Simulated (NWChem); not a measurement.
# A workflow on the pair BH2ClO···BH2F

Wanted: a single-point energy (singlet B2H4ClOF, PBE0-D3(BJ)/jun-cc-pV(D+d)Z), then the energy (singlet BH2ClO, PBE0-D3(BJ)/jun-cc-pV(D+d)Z), then the energy (singlet BH2F, PBE0-D3(BJ)/jun-cc-pV(D+d)Z), then a single-point energy (singlet BH2ClO, PBE0-D3(BJ)/jun-cc-pV(D+d)Z), then a single-point energy (singlet BH2F, PBE0-D3(BJ)/jun-cc-pV(D+d)Z) of B2ClFH4O and its partners. 

The calculation is run with NWChem 7.3.0.

## Step 1: The molecule

B2H4ClOF has 9 atoms, charge 0, and is taken as a singlet. The two molecules were placed rigidly side by side, at 1 times their contact distance; the pair isn't optimised.

Bond lengths: O1–B2 1.340 Å, B2–Cl3 1.766 Å, B6–F7 1.317 Å, O1–H4 0.963 Å, B2–H5 1.189 Å, B6–H8 1.197 Å, B6–H9 1.197 Å. Angles: O1–B2–Cl3 121.0°, O1–B2–H5 119.8°, Cl3–B2–H5 119.2°, B2–O1–H4 113.9°, F7–B6–H8 117.8°, F7–B6–H9 117.8°, H8–B6–H9 124.4°.

## Step 2: The energy at PBE0-D3(BJ)/jun-cc-pV(D+d)Z (run 1)

Input file run.nw:

```
start run
title "B2ClFH4O energy"
memory 2200 mb

geometry noautosym nocenter noautoz
   O       -0.873280      -0.603860       0.005380
   B        0.369020      -0.122460       0.146180
   Cl       0.778620       1.510740      -0.387020
   H       -1.487680       0.015940      -0.401420
   H        1.213320      -0.800360       0.636880
   B        3.619790       1.207730       2.331740
   F        4.739860       0.516050       2.361440
   H        3.227520       1.590670       1.267150
   H        3.061490       1.411830       3.371280
end

basis spherical bse
   * library "jun-cc-pV(D+d)Z"
end

dft
   xc pbe0
   mult 1
   disp vdw 4
   grid fine
   convergence energy 1e-08
   iterations 100
   mulliken
   print low
end

task dft energy
```

Launch:

```sh
$ nwchem run.nw > run.out
```

Output:

```text
[...]
 d= 0,ls=0.0,diis     1   -687.0062571963 -8.56D+02  1.16D-02  8.74D-01     4.8
[...]
 d= 0,ls=0.0,diis    10   -687.1126146580 -1.27D-09  2.71D-07  1.64D-09    35.6
         Total DFT energy =     -687.112614658010
      One electron energy =    -1283.598335588644
           Coulomb energy =      483.575459956198
    Exchange-Corr. energy =      -56.542351201091
 Nuclear repulsion energy =      169.456616304320
    Dispersion correction =       -0.004004128794
[...]
      Total Density - Mulliken Population Analysis
     ---------------------------------------------
    Atom       Charge   Shell Charges
 -----------   ------   -------------------------------------------------------
    1 O    8     8.23   2.01  0.84  0.79  0.11  2.88  1.47  0.11  0.01
    2 B    5     4.93   2.02  0.61  0.28  0.02  1.54  0.25 -0.01  0.23
    3 Cl  17    17.10   2.00  2.03  0.95  0.93  0.01  6.00  3.10  2.01  0.04  0.00  0.02
    4 H    1     0.74   0.69 -0.03  0.08
    5 H    1     0.99   0.75  0.23  0.02
    6 B    5     4.90   2.02  0.61  0.40  0.02  1.44  0.26  0.01  0.14
    7 F    9     9.07   2.01  0.90  0.95  0.01  3.35  1.79  0.06  0.01
    8 H    1     1.01   0.74  0.25  0.01
    9 H    1     1.02   0.75  0.26  0.01
[...]
```

Run time: 36 s. Hardware: 1 thread of AMD EPYC 9R14 (Zen 4), shared host; peak memory 0.12 GiB.

## Step 3: BH2ClO: the energy at PBE0-D3(BJ)/jun-cc-pV(D+d)Z (run 2)

Input file mol.nw:

```
START mol
TITLE "BClH2O PBE0"
memory 2200 mb

GEOMETRY units au noautosym nocenter noautoz
   O     -1.65026003    -1.14113002     0.01016673
   B      0.69734673    -0.23141586     0.27624016
   Cl     1.47137856     2.85488485    -0.73136180
   H     -2.81130776     0.03012223    -0.75857386
   H      2.29284250    -1.51246120     1.20352877
END

BASIS "ao basis" spherical bse
   * library "jun-cc-pV(D+d)Z"
END

DFT
   xc pbe0
   disp vdw 4
   grid fine
   convergence energy 1e-08
   iterations 100
   mulliken
   print low
END

TASK dft energy
```

Launch:

```sh
$ nwchem mol.nw > mol.out
```

Output:

```text
[...]
 d= 0,ls=0.0,diis     1   -561.2564107486 -6.46D+02  1.39D-02  5.22D-01     2.0
[...]
 d= 0,ls=0.0,diis     8   -561.3183515212 -5.72D-09  3.00D-06  1.10D-07    10.5
         Total DFT energy =     -561.318351521194
      One electron energy =     -941.423474345713
           Coulomb energy =      336.803062405896
    Exchange-Corr. energy =      -41.417432189918
 Nuclear repulsion energy =       84.721670099871
    Dispersion correction =       -0.002177491330
[...]
      Total Density - Mulliken Population Analysis
     ---------------------------------------------
    Atom       Charge   Shell Charges
 -----------   ------   -------------------------------------------------------
    1 O    8     8.23   2.01  0.84  0.79  0.11  2.88  1.47  0.11  0.01
    2 B    5     4.93   2.02  0.61  0.28  0.02  1.54  0.24 -0.00  0.23
    3 Cl  17    17.10   2.00  2.03  0.95  0.93  0.01  6.00  3.10  2.01  0.05  0.00  0.02
    4 H    1     0.75   0.69 -0.03  0.08
    5 H    1     0.99   0.75  0.23  0.02
[...]
```

It took 11 s on 1 thread of AMD EPYC 9R14 (Zen 4), shared host; peak memory 0.12 GiB.

## Step 4: BH2F: the energy at PBE0-D3(BJ)/jun-cc-pV(D+d)Z (run 3)

Input file sp.nw:

```
start sp
title "BFH2 PBE0"
memory stack 880 mb heap 220 mb global 1100 mb
charge 0

geometry units bohr noautosym nocenter noautoz
 B      6.84041173     2.28227893     4.40634999
 F      8.95703727     0.97519317     4.46247486
 H      6.09912886     3.00593065     2.39456646
 H      5.78537763     2.66797203     6.37079589
end

basis spherical bse
 * library "jun-cc-pV(D+d)Z"
end

dft
 xc pbe0
 disp vdw 4
 grid fine
 convergence energy 1e-08
 maxiter 100
 mulliken
 print low
end

task dft energy
```

Launch:

```sh
$ nwchem sp.nw > sp.out
```

Output:

```text
[...]
 d= 0,ls=0.0,diis     1   -125.7491924493 -1.53D+02  1.95D-02  3.51D-01     0.4
[...]
 d= 0,ls=0.0,diis     7   -125.7935386794 -6.28D-09  2.55D-07  9.54D-11     1.7
         Total DFT energy =     -125.793538679363
      One electron energy =     -227.085815610262
           Coulomb energy =       89.238503504278
    Exchange-Corr. energy =      -15.121233504028
 Nuclear repulsion energy =       27.175748884773
    Dispersion correction =       -0.000741954124
[...]
      Total Density - Mulliken Population Analysis
     ---------------------------------------------
    Atom       Charge   Shell Charges
 -----------   ------   -------------------------------------------------------
    1 B    5     4.88   2.02  0.61  0.40  0.01  1.44  0.25  0.01  0.14
    2 F    9     9.07   2.01  0.90  0.95  0.01  3.35  1.79  0.06  0.01
    3 H    1     1.02   0.75  0.26  0.01
    4 H    1     1.02   0.75  0.26  0.01
[...]
```

Run time: 2.4 s. Hardware: 1 thread of AMD EPYC 9R14 (Zen 4), shared host; peak memory 0.12 GiB.

## Step 5: BH2ClO among ghost functions: a single-point energy at PBE0-D3(BJ)/jun-cc-pV(D+d)Z (with ghost functions) (run 4)

Input file bclh2o.nw:

```
start bclh2o
memory 2200 mb

geometry units angstroms noautosym nocenter noautoz
 O       -0.873280      -0.603860       0.005380
 B        0.369020      -0.122460       0.146180
 Cl       0.778620       1.510740      -0.387020
 H       -1.487680       0.015940      -0.401420
 H        1.213320      -0.800360       0.636880
 bqB      3.619790     1.207730     2.331740
 bqF      4.739860     0.516050     2.361440
 bqH      3.227520     1.590670     1.267150
 bqH      3.061490     1.411830     3.371280
end

basis spherical bse
 O library "jun-cc-pV(D+d)Z"
 B library "jun-cc-pV(D+d)Z"
 Cl library "jun-cc-pV(D+d)Z"
 H library "jun-cc-pV(D+d)Z"
 bqB library B "jun-cc-pV(D+d)Z"
 bqF library F "jun-cc-pV(D+d)Z"
 bqH library H "jun-cc-pV(D+d)Z"
end

dft
 xc pbe0
 disp vdw 4
 grid fine
 convergence energy 1e-08
 iterations 100
 mulliken
 print low
end

task dft
```

Launch:

```sh
$ nwchem bclh2o.nw > bclh2o.out
```

Output:

```text
[...]
 d= 0,ls=0.0,diis     1   -561.2564764505 -6.46D+02  8.57D-03  5.22D-01     4.4
[...]
 d= 0,ls=0.0,diis     8   -561.3184267647 -5.83D-09  2.03D-06  1.15D-07    27.5
         Total DFT energy =     -561.318426764659
      One electron energy =     -941.423324887294
           Coulomb energy =      336.802772650938
    Exchange-Corr. energy =      -41.417373270458
 Nuclear repulsion energy =       84.721676233534
    Dispersion correction =       -0.002177491378
[...]
      Total Density - Mulliken Population Analysis
     ---------------------------------------------
    Atom       Charge   Shell Charges
 -----------   ------   -------------------------------------------------------
    1 O    8     8.22   2.01  0.84  0.79  0.11  2.88  1.47  0.11  0.01
    2 B    5     4.94   2.02  0.61  0.28  0.03  1.54  0.24 -0.00  0.23
    3 Cl  17    17.10   2.00  2.03  0.95  0.93  0.00  6.00  3.10  2.02  0.05  0.00  0.02
    4 H    1     0.74   0.69 -0.03  0.08
    5 H    1     0.99   0.75  0.23  0.02
    6 X    0     0.00  -0.00 -0.00  0.00 -0.00  0.00  0.00 -0.00  0.00
    7 X    0    -0.00   0.00  0.00 -0.00 -0.00  0.00 -0.00 -0.00 -0.00
    8 X    0    -0.00   0.00 -0.00  0.00
    9 X    0     0.00  -0.00  0.00 -0.00
[...]
```

Run time: 28 s. Hardware: 1 thread of AMD EPYC 9R14 (Zen 4), shared host; peak memory 0.13 GiB.

## Step 6: BH2F among ghost functions: the energy at PBE0-D3(BJ)/jun-cc-pV(D+d)Z (with ghost functions) (run 5)

Input file bfh2.nw:

```
start bfh2
memory total 2200 mb
geometry noautosym nocenter noautoz
 B      3.619790     1.207730     2.331740
 F      4.739860     0.516050     2.361440
 H      3.227520     1.590670     1.267150
 H      3.061490     1.411830     3.371280
 bqO     -0.873280    -0.603860     0.005380
 bqB      0.369020    -0.122460     0.146180
 bqCl     0.778620     1.510740    -0.387020
 bqH     -1.487680     0.015940    -0.401420
 bqH      1.213320    -0.800360     0.636880
end
basis spherical bse
 B library "jun-cc-pV(D+d)Z"
 F library "jun-cc-pV(D+d)Z"
 H library "jun-cc-pV(D+d)Z"
 bqO library O "jun-cc-pV(D+d)Z"
 bqB library B "jun-cc-pV(D+d)Z"
 bqCl library Cl "jun-cc-pV(D+d)Z"
 bqH library H "jun-cc-pV(D+d)Z"
end
dft
 xc pbe0
 disp vdw 4
 grid fine
 convergence energy 1e-08
 maxiter 100
 mulliken
 print low
end
task dft energy
```

Launch:

```sh
$ nwchem bfh2.nw > bfh2.out
```

Output:

```text
[...]
 d= 0,ls=0.0,diis     1   -125.7492446143 -1.53D+02  7.70D-03  3.51D-01     3.4
[...]
 d= 0,ls=0.0,diis     7   -125.7936023273 -6.30D-09  1.01D-07  9.52D-11    21.2
         Total DFT energy =     -125.793602327269
      One electron energy =     -227.085174986942
           Coulomb energy =       89.237699620022
    Exchange-Corr. energy =      -15.121135823221
 Nuclear repulsion energy =       27.175750816996
    Dispersion correction =       -0.000741954125
[...]
      Total Density - Mulliken Population Analysis
     ---------------------------------------------
    Atom       Charge   Shell Charges
 -----------   ------   -------------------------------------------------------
    1 B    5     4.89   2.02  0.61  0.40  0.02  1.44  0.25  0.01  0.15
    2 F    9     9.07   2.01  0.90  0.95  0.01  3.35  1.79  0.06  0.01
    3 H    1     1.02   0.75  0.26  0.01
    4 H    1     1.02   0.75  0.26  0.01
    5 X    0     0.00  -0.00 -0.00  0.00  0.00 -0.00  0.00  0.00 -0.00
    6 X    0    -0.00   0.00  0.00 -0.00 -0.00  0.00  0.00 -0.00 -0.00
    7 X    0     0.00   0.00  0.00  0.00 -0.00  0.00 -0.00 -0.00 -0.00  0.00  0.00 -0.00
    8 X    0    -0.00  -0.00 -0.00 -0.00
    9 X    0    -0.00   0.00 -0.00 -0.00
[...]
```

It took 22 s on 1 thread of AMD EPYC 9R14 (Zen 4), shared host; peak memory 0.12 GiB.

## Step 7: Summary of results

```
                                                                                                                  quantity          value
                                                                          run 1, PBE0-D3(BJ)/jun-cc-pV(D+d)Z: total energy  -687.11261 Eh
                                                                     run 1, PBE0-D3(BJ)/jun-cc-pV(D+d)Z: dispersion energy  -10.51 kJ/mol
                                                                                                      BH2ClO: total energy  -561.31835 Eh
                                                                                                 BH2ClO: dispersion energy   -5.72 kJ/mol
                                                                                                        BH2F: total energy  -125.79354 Eh
                                                                                                   BH2F: dispersion energy   -1.95 kJ/mol
                                                                                BH2ClO among ghost functions: total energy  -561.31843 Eh
                                                                           BH2ClO among ghost functions: dispersion energy   -5.72 kJ/mol
                                                                                  BH2F among ghost functions: total energy  -125.79360 Eh
                                                                             BH2F among ghost functions: dispersion energy   -1.95 kJ/mol
              interaction energy of the rigid parts BH2ClO and BH2F (parts in their own basis; closest atoms 2.96 Å apart)      -0.020 eV
interaction energy of the rigid parts BH2ClO and BH2F (parts in the whole basis, counterpoise; closest atoms 2.96 Å apart)      -0.016 eV
```

**Reading.** The interaction energy of the rigid parts BH2ClO and BH2F (parts in their own basis; closest atoms 2.96 Å apart) is −0.02 eV (−0.5 kcal/mol). Without counterpoise this holds the superposition error of the basis. The interaction energy of the rigid parts BH2ClO and BH2F (parts in the whole basis, counterpoise; closest atoms 2.96 Å apart) is −0.02 eV (−0.4 kcal/mol). The basis-set superposition error is 0.4 kJ/mol.
